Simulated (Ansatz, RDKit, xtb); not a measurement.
# C3H6F2SSi: which of the isomers drawn lies lowest?

Which of a sample of isomers of C3H6F2SSi is the most stable in the gas at 298.15 K, and what are its properties? The sample is small against all isomers, and the most stable one of this formula need not be in it.

Plan: many cheap relaxations first (GFN2-xTB), then density-functional screening, relaxation at r2SCAN-D4/def2-SVP, vibrations (at GFN2-xTB) and a final energy. The numbers are computed, not measured.

**1. Possible bonding patterns**

Isomers were taken from a list of plausible structures; this is a sample, not all of them. That gives 9 candidates.

| label | SMILES | spin |
| --- | --- | --- |
| c229 | F[C@@H]1[C@H](S)C[Si@H]1F | singlet |
| c236 | F/C=C(/CF)S[SiH3] | singlet |
| c285 | F[C@@H]1CSC[Si@H]1F | singlet |
| c331 | C[SiH2]SC=C(F)F | singlet |
| c358 | C=C(C)S[SiH](F)F | singlet |
| c377 | CS[SiH2]/C(F)=C\F | singlet |
| c593 | FCS/C=C\[SiH2]F | singlet |
| c648 | C=C([SiH3])SC(F)F | singlet |
| c726 | CS/C(=C\F)[SiH2]F | singlet |

Candidates are built by distance geometry, with a force field where one applies, in up to four conformers (letters a to d).

**Question.** With final energies at CCSD(T)/def2-SVP + MP2/def2-TZVPP - MP2/def2-SVP, which structure will this search put lowest in free energy, and by what margin?

| quantity | value |
| --- | --- |
| lowest structure found | C=C(C)S[SiH](F)F, singlet |
| next finalist | F[C@@H]1CSC[Si@H]1F, singlet, 54.6 kcal/mol higher in G |
| share at equilibrium, among the finalists | 100.0 % |

`C=C(C)S[SiH](F)F` comes out lowest. Among the finalists first place is clear (54.6 kcal/mol); structures outside the list aren't covered. GFN2-xTB, r2SCAN-D4/def2-SVP, r2SCAN-D4/def2-SVP, relaxed, HF/def2-SVP and MP2/def2-SVP already put its bonding pattern lowest among the structures in one piece; HF/STO-3G favours the singlet F[C@@H]1CSC[Si@H]1F. One minimum inside the window was never screened. Lowest found is not proven lowest: the search is finite, and each finalist counts with one conformer. Only 9 drawn patterns were tried, so whole families of isomers are missing, and the result ranks this sample alone. The lowest isomer need not be the one that is made and kept in a bottle, which depends on barriers.
